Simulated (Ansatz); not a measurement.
**Ge2F (doublet): from Hartree-Fock to the top rungs at a displaced geometry (v1), cc-pVDZ**

One table from this session's results is given with a row withheld; the runs are named, their logs left out.

Program: Ansatz 0.2.0, Gaussian basis. Level of theory: cc-pVDZ, core rule «outside noble gas», up to 29 orbitals frozen. These are calculated values, not measurements.

To be run: UHF; CCSD(T) on ROHF; CCSD(T) on UHF; BCCD(T) on ROHF; CISD; CCSDT(Q) on ROHF; CCSDT(Q) on UHF.

22 further runs of the same task are left out: 2 for a known fault of the program, 7 that didn't finish, 13 set aside as unsound or not needed.

## The geometry

The geometry is a PBE0/def2-TZVP stationary point (not a proven minimum) with its atoms shifted at random (size 0.040 Å). No spin-orbit coupling is included. The filled d shell of Ge may be among the frozen orbitals whatever the setting's name suggests; the logs give the count.

3 atoms, charge 0, spin multiplicity 2.

Atoms are counted from 1 here; the program's logs count them from 0.

Bond lengths: F1–Ge2 1.987 Å, F1–Ge3 2.074 Å, Ge2–Ge3 2.455 Å. Angles: Ge2–F1–Ge3 74.3°, F1–Ge2–Ge3 54.5°, F1–Ge3–Ge2 51.2°.

The first run:

in.yaml

```yaml
crystal:
  periodic: [false, false, false]
  atoms:
    - {symbol: F, position_ang: [-0.020472, -1.430994, 0.028706]}
    - {symbol: Ge, position_ang: [-0.021305, 0.157477, 1.223054]}
    - {symbol: Ge, position_ang: [0.026659, 0.216787, -1.230561]}
basis:
  gaussian: {orbitals: cc-pVDZ}
magnetization: {spin_polarized: true, initial_magnetization: 1}
hamiltonian: {xc: hf}
output: {orbitals: {seedname: orbitals}}
```

Launch:

```bash
> ansatz run in.yaml --threads 1 --pin off --events-out ev --progress --plain --max-ram 2393MiB
```

Among the steps run: UHF; CCSD(T) on ROHF; CCSD(T) on UHF; BCCD(T) on ROHF; CISD; CCSDT(Q) on ROHF; CCSDT(Q) on UHF.

One table of the session follows, with a row left open; its other results are not shown here.

It belongs to the step «Misses and costs». 

```
   method  from UCCSDT(Q) (meV)
     ROHF              +10011.3
      UHF               +9952.8
     RMP2               +1106.6
     UMP2               +1124.1
    RCCSD                +402.8
    UCCSD                +400.1
 RCCSD(T)                 +77.8
 UCCSD(T)                 +77.8
  BCCD(T)                 +71.0
   RCCSDT                 +35.1
   UCCSDT                     ?
RCCSDT(Q)                  +9.2
UCCSDT(Q)                     0
```

**Question.** Estimate the row for UCCSDT.

The run gave: from UCCSDT(Q) (meV): +33.8. In the column «from UCCSDT(Q) (meV)» it lies between RCCSDT(Q) (+9.2) and RCCSDT (+35.1).

Not comparable, so not listed: CISD (they don't share determinant, frozen orbitals or solution with the rows shown, or repeat one).

To keep in mind: Restricted and unrestricted rows rest on different reference determinants; where their highest levels disagree by more than a few hundredths of an eV, they describe different states and don't form one ladder.
